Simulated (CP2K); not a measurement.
GaGe:

```xyz
2
Lattice="4.0982 0.0000 0.0000 2.0491 3.5491 0.0000 2.0491 1.1830 3.3461" Properties=species:S:1:pos:R:3 pbc="T T T"
Ge    0.0000    0.0000    0.0000
Ga    2.0491    1.1830    0.8365
```

The cell comes from a database or a generator and needn't be the stable form of this composition.

Base run:

| Property | Result |
| --- | --- |
| Program | CP2K 2026.2 |
| Functional | LDA |
| Potentials or basis | POTENTIAL_UZH Ge GTH-PBE-q4, Ga GTH-PBE-q13; TZVP-MOLOPT-PBE-GTH basis |
| Density cutoff | 9184 eV |
| k mesh | 8 × 8 × 8 |
| Occupations | fermi-dirac, width 0.05 eV |
| Spin | no spin polarisation |

Its results: band gap on the k mesh none (metal or under the smearing width); pressure -2.0 GPa.

Problem. After a change of settings the same cell gave: band gap on the k mesh none (metal or under the smearing width); pressure 1.2 GPa. Which change was it?
A. functional from LDA to PBEsol
B. functional from LDA to revPBE
C. functional from LDA to AM05

Solution. B.

revPBE binds less tightly than LDA, so the same cell stands under more pressure.

Caveats: the potentials were made for another functional, which shifts forces and pressure; the basis of atomic orbitals isn't converged, which shifts pressures, moduli and gaps.
